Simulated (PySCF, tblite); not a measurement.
**C₆H₁₄B₂Si: geometry, infrared bands and NMR shifts**

Aim: predict the infrared bands and NMR shifts of C₆H₁₄B₂Si (`BCB(C#CC)[SiH](C)C`).

Programs: tblite 0.8.0 and PySCF 2.14.0, with density-fitted response routines of our own. Each step states its level of theory. These are calculated values for one molecule in the gas phase, unless marked as measured. Atoms are numbered from 0 throughout.

## (1) Starting geometry

23 atoms, charge 0, multiplicity 1; geometry from: force field or distance geometry start.

Bonds of the start (Å): B0–C1 1.58, C1–B2 1.60, B2–C3 1.52, C3–C4 1.21, C4–C5 1.46, B2–Si6 1.95, Si6–C7 1.86, Si6–C8 1.87, B0–H9 1.18, B0–H10 1.19, C1–H11 1.12, C1–H12 1.11, C5–H13 1.11, C5–H14 1.11, C5–H15 1.10, Si6–H16 1.47, C7–H17 1.10, C7–H18 1.11, C7–H19 1.11, C8–H20 1.12, C8–H21 1.10, C8–H22 1.11.

## (2) Relaxing the molecule with GFN2-xTB

What the job is given:

```
{"job": {"kind": "relax", "xc": "GFN2-xTB", "basis": "xTB"}, "charge": 0, "multiplicity": 1}
B     -1.782100    -2.122100    -0.201700
C     -1.293200    -1.057500     0.863700
B     -0.027800    -0.257500     0.312700
C      1.314900    -0.945500     0.101900
C      2.375700    -1.503800    -0.039200
C      3.659700    -2.169300    -0.240300
Si    -0.212800     1.624100    -0.167700
C     -1.519200     1.804300    -1.475200
C     -0.700200     2.599000     1.347000
H     -1.790100    -3.273600     0.059700
H     -2.181800    -1.756100    -1.257600
H     -1.003500    -1.586300     1.811500
H     -2.126400    -0.362200     1.106200
H      4.184300    -2.265400     0.737400
H      4.288900    -1.560900    -0.927200
H      3.496000    -3.176200    -0.656600
H      1.070600     2.125400    -0.674500
H     -1.628400     2.863200    -1.756800
H     -1.235000     1.213900    -2.367400
H     -2.488700     1.426100    -1.083100
H     -0.801300     3.680300     1.079200
H      0.068400     2.487400     2.132500
H     -1.672600     2.239900     1.740600
```

Started as:

```
$ OMP_NUM_THREADS=1 python probes_run.py task.json out
```

This one command runs all jobs of the session in turn.

**Question.** This job is followed by: GFN2-xTB harmonic vibrations, gas phase; GIAO PBE0/pcSseg-1 NMR shielding, non-relativistic, gas phase. Predict these results of the whole session: strongest single infrared mode (GFN2-xTB); zero-point energy (GFN2-xTB); 13C shifts against TMS (PBE0/pcSseg-1, means over atoms taken as alike); 1H shifts against TMS (PBE0/pcSseg-1, means over atoms taken as alike); 11B shifts against BF3·OEt2 (PBE0/pcSseg-1); 29Si shifts against TMS (PBE0/pcSseg-1); surface potential, 1st and 99th percentile.

**Answer**, as computed:

| quantity | value |
| --- | --- |
| strongest single infrared mode (GFN2-xTB) | 2083 cm⁻¹, 416 km/mol |
| zero-point energy (GFN2-xTB) | 112.4 kcal/mol |
| 13C shifts against TMS (PBE0/pcSseg-1, means over atoms taken as alike) | 175.1, 105.1, 67.3, 9.6, -4.3 ppm |
| 1H shifts against TMS (PBE0/pcSseg-1, means over atoms taken as alike) | 7.83, 4.14, 4.06, 2.67, 0.17 ppm |
| 11B shifts against BF3·OEt2 (PBE0/pcSseg-1) | 86.2, 86.0 ppm |
| 29Si shifts against TMS (PBE0/pcSseg-1) | -45.9 ppm |
| surface potential, 1st and 99th percentile | -0.72 V and 1.12 V |

**Reading.** Relaxing lowered the energy by 0.324 eV in 98 steps; the close pair that moved most is Si6–C7, from 1.857 to 1.913 Å. The lowest mode is slightly imaginary (13i cm⁻¹), a soft motion within the noise of the Hessian, so the minimum is not strictly shown. The strongest single mode, at 2083 cm⁻¹, moves mainly H16. GFN2-xTB is a fitted tight-binding method: band positions and strengths are rough. Its intensities can rank the bands wrongly. At PBE0/pcSseg-1: The widest tensor belongs to C3: span 288 ppm, with a paramagnetic part of -176 ppm. At PBE0/pcSseg-1, counted by nearest atom on the grid, the HOMO lies on C4 27 %; C3 18 %, the LUMO on B2 36 %; C4 16 %.
